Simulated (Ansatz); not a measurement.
# C2H7MgN: one species, many methods

An exercise on one series of results from a longer session: the logs are not shown, and one member is left open.

Method: functionals in def2-TZVPP, the program's frozen cores in correlated methods; program: Ansatz 0.2.0, Gaussian basis.

The runs, in order: LDA (SPW92), PBE-D4, revPBE-D4, BLYP-D4, r2SCAN-D4, B97M-V, PBE0-D4, B3LYP-D4, r2SCANh-D4, r2SCAN0-D4, HSE06-D4, BHLYP-D4, CAM-B3LYP-D4, LC-ωPBE, ωB97X-V, ωB97M-V, B2PLYP, PBE-QIDH; CCSD(T)/def2-SVP; CCSD(T)/def2-TZVPP; MP2/def2-QZVPP; extrapolation to the limit; RPA on PBE.

## The geometry

All runs share one geometry, relaxed beforehand with PBE0-D4 in a triple-zeta def2 set.

11 atoms, charge 0, spin multiplicity 1.

Atoms are counted from 1 here; the program's logs count them from 0.

Bond lengths: C1–N2 1.438 Å, C1–H5 1.104 Å, C1–H6 1.104 Å, C1–H7 1.096 Å, N2–C3 1.438 Å, N2–Mg4 1.899 Å, C3–H8 1.104 Å, C3–H9 1.096 Å, C3–H10 1.104 Å, Mg4–H11 1.697 Å. Angles: N2–C1–H5 112.4°, N2–C1–H6 112.4°, N2–C1–H7 111.6°, H5–C1–H6 106.4°, H5–C1–H7 106.8°, H6–C1–H7 106.8°, C1–N2–C3 110.5°, C1–N2–Mg4 124.8°, C3–N2–Mg4 124.7°, N2–C3–H8 112.4°, N2–C3–H9 111.6°, N2–C3–H10 112.4°, H8–C3–H9 106.8°, H8–C3–H10 106.4°, H9–C3–H10 106.8°, N2–Mg4–H11 180.0°.

Set-up of the first run:

Input file in.yaml:

```yaml
crystal:
  periodic: [false, false, false]
  atoms:
    - {symbol: C, position_ang: [-0.353924, 1.220159, -0.343480]}
    - {symbol: N, position_ang: [-0.120180, -0.174087, -0.079047]}
    - {symbol: C, position_ang: [1.028293, -0.340716, 0.770558]}
    - {symbol: Mg, position_ang: [-1.179874, -1.597300, -0.755868]}
    - {symbol: H, position_ang: [0.502496, 1.702429, -0.846371]}
    - {symbol: H, position_ang: [-0.538771, 1.798397, 0.578703]}
    - {symbol: H, position_ang: [-1.226319, 1.367875, -0.990894]}
    - {symbol: H, position_ang: [0.908118, 0.164441, 1.744889]}
    - {symbol: H, position_ang: [1.223344, -1.398409, 0.983447]}
    - {symbol: H, position_ang: [1.948667, 0.069339, 0.319224]}
    - {symbol: H, position_ang: [-2.126349, -2.869328, -1.360561]}
basis:
  gaussian: {orbitals: def2-TZVPP}
hamiltonian: {xc: lda}
output: {orbitals: {seedname: orbitals}}
```

Started as:

```
$ ansatz run in.yaml --threads 4 --pin off --events-out ev --progress --plain --max-ram 10444MiB
```

Steps of the session up to this table: LDA; PBE-D4 (GGA); revPBE-D4 (GGA); BLYP-D4 (GGA); r2SCAN-D4 (meta-GGA); B97M-V (meta-GGA); PBE0-D4 (hybrid); B3LYP-D4 (hybrid); r2SCANh-D4 (hybrid); r2SCAN0-D4 (hybrid); HSE06-D4 (hybrid); BHLYP-D4 (hybrid); CAM-B3LYP-D4 (range-separated); LC-ωPBE (range-separated); ωB97X-V (range-separated); ωB97M-V (range-separated); B2PLYP (double hybrid); PBE-QIDH (double hybrid).

One of the session's tables, all rows but one given; the rest of the session is left out.

It belongs to the step «Frontier levels by functional». 

| functional | HOMO (eV) | gap (eV) |
| --- | --- | --- |
| LDA (SPW92) | -4.37 | 2.95 |
| PBE-D4 | -4.24 | 3.00 |
| revPBE-D4 | -4.18 | 3.06 |
| BLYP-D4 | -4.15 | 2.95 |
| r2SCAN-D4 | -4.42 | 3.63 |
| B97M-V | -4.54 | 3.30 |
| PBE0-D4 | -5.43 | 4.93 |
| B3LYP-D4 | -5.26 | 4.48 |
| r2SCANh-D4 | -4.88 | 4.32 |
| r2SCAN0-D4 | -5.58 | 5.34 |
| HSE06-D4 | ? | ? |
| BHLYP-D4 | -6.61 | 6.70 |
| CAM-B3LYP-D4 | -6.81 | 7.08 |
| LC-ωPBE | -8.10 | 9.45 |
| ωB97X-V | -7.79 | 8.97 |
| ωB97M-V | -7.73 | 8.50 |

Estimate the missing values for HSE06-D4.

As computed: HOMO (eV): -5.03; gap (eV): 4.17. In the column «HOMO (eV)» it lies between B3LYP-D4 (-5.26) and r2SCANh-D4 (-4.88).
